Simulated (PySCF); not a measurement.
**A diatomic session: TlO−**

An exercise on one series of results from a longer session: the logs are not shown, and one member is left open.

The runs use PySCF 2.14.0; Tl aug-cc-pVDZ-PP with ECP60, O aug-cc-pVDZ, scalar-relativistic core potentials.

4 further runs of the same task are left out: 4 set aside as unsound or not needed.

Set-up of the first run:

Settings of the job:

```
atoms                         : Tl, O
charge                        : -1
basis                         : Tl aug-cc-pVDZ-PP with ECP60, O aug-cc-pVDZ
Hamiltonian                   : scalar-relativistic core potentials
basis functions               : 55
electrons treated             : 30
masses in u                   : 204.9744, 15.9949
levels                        : PBE0, PBE, r²SCAN, B3LYP, PW91, r²SCANh, MP2, SCS-MP2, CCSD, CCSD(T)
grid                          : 80 radial by 434 angular points
occupations                   : held fixed by the projection of orbital angular momentum
dissociation limit            : Tl + O−, each in its ground configuration
starting distance in angstrom : 2.130
values of 2S to try           : 0, 2
```

The run is started by

```bash
$ OMP_NUM_THREADS=1 python dia.py task.json out
```

Steps of the session up to this table: The job; First curve: PBE0; PBE; r²SCAN (meta-GGA); B3LYP; PW91; r²SCANh; Correlated methods on the Hartree–Fock reference.

One of the session's tables, all rows but one given; the rest of the session is left out.

It belongs to the step «The curves together». Energy (eV) from each level's lowest point:

```
R (Å)  RHF-MP2  RHF-SCS-MP2  RHF-CCSD  RHF-CCSD(T)    PBE
1.738    1.530        1.522       n/a          n/a  1.495
1.819    0.728        0.720     0.595        0.691  0.718
1.900        ?            ?         ?            ?      ?
1.960    0.084        0.080     0.040        0.071  0.089
2.021    0.003        0.001     0.000        0.000  0.007
2.082    0.000        0.000     0.037        0.004  0.000
2.163    0.086        0.088     0.174        0.095  0.075
2.264    0.295        0.299     0.436        0.295  0.260
2.385    0.661        0.657     0.818        0.604  0.557
2.546    1.355        1.307       n/a          n/a  1.003
```

Q: Estimate the row for R (Å) = 1.900 from the others.

Worked estimate for «RHF-MP2». A straight line through the neighbours (1.819, 0.728) and (1.960, 0.084) gives 0.728 + (0.084 − 0.728) × (1.900 − 1.819) / (1.960 − 1.819) = 0.358; a parabola fitted to 4 rows on both sides gives 0.251.

The run gave: RHF-MP2: 0.267; RHF-SCS-MP2: 0.261; RHF-CCSD: 0.184; RHF-CCSD(T): 0.245; PBE: 0.269. In «RHF-MP2» the line misses by +0.091 and the parabola by -0.016.
